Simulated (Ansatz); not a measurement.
# GeH7N: the cost of one run

All numbers below are computed with Ansatz 0.2.0 (RKS PBE0-D4/def2-mTZVP).

### Step 1. The system as given

Bond lengths: Ge1–H3 1.550 Å, Ge1–H4 1.549 Å, Ge1–H5 1.549 Å, Ge1–N6 2.210 Å, N6–H7 1.060 Å, N6–H8 1.060 Å. Angles: H3–Ge1–H4 109.5°, H3–Ge1–H5 109.5°, H3–Ge1–N6 178.9°, H4–Ge1–H5 109.5°, H4–Ge1–N6 70.0°, H5–Ge1–N6 70.0°, Ge1–N6–H7 120.0°, Ge1–N6–H8 120.0°, H7–N6–H8 120.0°.

As a file:

```xyz
9

Ge    0.0000    0.0000    0.0000
H     0.0000    0.0000    1.9000
H     1.4616    0.0000   -0.5162
H    -0.7300    1.2648   -0.5162
H    -0.7300   -1.2648   -0.5162
N    -2.0973    0.0000    0.6969
H    -2.8173   -0.6071    0.2106
H    -2.3831    0.6071    1.5174
H    -1.0245    0.0000    1.8310
```

### Step 2. A restrained relaxation towards end A

Springs on the bonds that form and break draw the guess towards this end; the thresholds are loose.

input.yaml reads:

```yaml
crystal:
  periodic: [false, false, false]
  atoms:
    - { symbol: Ge, position_ang: [0.0, 0.0, 0.0] }
    - { symbol: H, position_ang: [0.0, 0.0, 1.9] }
    - { symbol: H, position_ang: [1.4616, 0.0, -0.5162] }
    - { symbol: H, position_ang: [-0.73, 1.2648, -0.5162] }
    - { symbol: H, position_ang: [-0.73, -1.2648, -0.5162] }
    - { symbol: "N", position_ang: [-2.0973, 0.0, 0.6969] }
    - { symbol: H, position_ang: [-2.8173, -0.6071, 0.2106] }
    - { symbol: H, position_ang: [-2.3831, 0.6071, 1.5174] }
    - { symbol: H, position_ang: [-1.0245, 0.0, 1.831] }
basis:
  gaussian: { orbitals: def2-mTZVP }
hamiltonian:
  xc: pbe0
  dispersion: d4
relax:
  f_tol: 0.15
  max_steps: 25
  restrain:
    - { distance: [0, 5], at: 3.11, k: 30.0 }
    - { distance: [8, 1], at: 1.86, k: 30.0 }
    - { distance: [0, 1], at: 1.55, k: 30.0 }
    - { distance: [8, 5], at: 1.06, k: 30.0 }
```

Launch:

```bash
$ ansatz run input.yaml --threads 1 --pin off --max-ram 2048MiB --backend cpu --events-out ev --progress --plain --runs-dir out
```

What time and memory should one allow on 1 thread of Arm Neoverse V1, shared host?

About 24 s, with a peak of 0.14 GiB.
